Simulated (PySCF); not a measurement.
# CSe: a composite coupled-cluster curve

Aim: bond length, wavenumber and bond energy of CSe near the limit of CCSD(T), built from two basis sets and any small corrections listed.

Computed with PySCF 2.14.0. Level: CCSD(T) on RHF, scalar-relativistic core potentials.

### 1 Set-up

```
molecule             : CSe
state                : singlet, unpaired electrons none
smaller basis        : C cc-pVTZ, Se cc-pVTZ-PP with ECP10
larger basis         : C cc-pVQZ, Se cc-pVQZ-PP with ECP10
frozen core orbitals : 10
extrapolation        : correlation as n⁻³ (n = 3, 4), Hartree–Fock as (n+1)·exp(−9√n)
corrections          : core–valence correlation
distances (Å)        : 1.4772, 1.5443, 1.6115, 1.6786, 1.7458, 1.8297, 1.9136
masses (u)           : 12.0000, 79.9165
dissociation limit   : C + Se
```

On the command line:

```
> OMP_NUM_THREADS=4 python comp.py task.json out
```

### 2 Coupled cluster at each distance

**Question.** What will these runs give? Wanted: for each run, Re; ωe; ωexe; αe; De.

**Answer**, as computed:

```
               level  Re (Å)  ωe (cm⁻¹)  ωexe (cm⁻¹)  αe (cm⁻¹)  De (eV)
CCSD(T)/cc-pVTZ(-PP)  1.6912     1023.9         4.71    0.00367    5.913
CCSD(T)/cc-pVQZ(-PP)  1.6854     1031.2         4.71    0.00370    6.075
              HF/CBS  1.6470     1158.6         4.08    0.00320    2.906
             MP2/CBS  1.6748     1068.5         3.37    0.00331    6.499
            CCSD/CBS  1.6680     1089.2         4.19    0.00339    5.727
         CCSD(T)/CBS  1.6830     1035.8         4.69    0.00369    6.182
      CCSD(T)/CBS+CV  1.6740     1043.7         4.74    0.00374    6.267
```

What this shows: The last step gives Re = 1.6740 Å, ωe = 1043.7 cm⁻¹ and De = 6.267 eV; the smaller basis alone is off from it by +17.2 mÅ and -0.35 eV. Near the minimum the mean field binds by 2.88 eV and correlation adds 3.30 eV of binding. T1 is 0.032, large enough to doubt a single reference. Spin–orbit coupling and excitations beyond (T) are left out.
